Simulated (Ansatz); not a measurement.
## CH5GeS (charge -1), SMILES C[S][GeH2-]: a rigid scan of one bond angle

Computed with the Python package of Ansatz (0.2.0).

`ch5ges_bend.py`:
```python
# -*- coding: utf-8 -*-
from dataclasses import dataclass

import ansatz as az
from ase import Atoms


@dataclass(frozen=True)
class RunConfig:
    basis: str = "def2-SVP"
    xc: str = "r2scan0"
    charge: int = -1
    force_tol: float = 0.02


opts = RunConfig()

atoms = Atoms(["C", "S", "Ge", "H", "H", "H", "H", "H"], positions=[
    [1.0673, -0.134, 0.4501],
    [0.3088, 1.4845, 0.1165],
    [-1.5755, 0.5977, -0.668],
    [1.1589, -0.7141, -0.4919],
    [2.0801, 0.0219, 0.8746],
    [0.4544, -0.6989, 1.1831],
    [-1.2564, -0.2891, -1.8987],
    [-2.2376, -0.268, 0.4343],
])

first = (
    az.Crystal.molecule_from_ase(atoms).calculation()
    .basis(gaussian=opts.basis)
    .functional(opts.xc)
    .charge(opts.charge)
    .relax(force_tolerance=opts.force_tol, max_steps=80)
)
atoms.positions = first.run(threads=1).report["positions_ang"]

rows = []
for angle in [85, 95, 105, 115, 125, 140, 160]:
    bent = atoms.copy()
    bent.set_angle(0, 1, 2, angle, indices=[2, 6, 7])
    calc = az.Crystal.molecule_from_ase(bent).calculation()
    calc = calc.basis(gaussian=opts.basis)
    calc = calc.functional(opts.xc).charge(opts.charge)
    rows.append((angle, calc.run(threads=1).report["free_energy_ev"]))
floor = min(e for _, e in rows)
for angle, e in rows:
    print(f"angle C0-S1-Ge2 = {angle:3d} deg   {1000 * (e - floor):9.1f} meV")
```

```console
$ python ch5ges_bend.py
angle C0-S1-Ge2 =  85 deg       343.4 meV
angle C0-S1-Ge2 =  95 deg        52.6 meV
angle C0-S1-Ge2 = 105 deg         0.0 meV
angle C0-S1-Ge2 = 115 deg        79.6 meV
angle C0-S1-Ge2 = 125 deg       253.1 meV
angle C0-S1-Ge2 = 140 deg       649.1 meV
angle C0-S1-Ge2 = 160 deg      1307.3 meV
```

Reading the output:
- The scan is rigid, and the energies are electronic, in a modest basis. The zero is the lowest point of the grid, which needn't be the minimum.
- Anions want diffuse functions, which this basis lacks.
- Wall time of the script: 52 s on 1 thread of Intel(R) Xeon(R) Platinum 8488C (Sapphire Rapids) (shared host), peak memory 0.28 GiB.
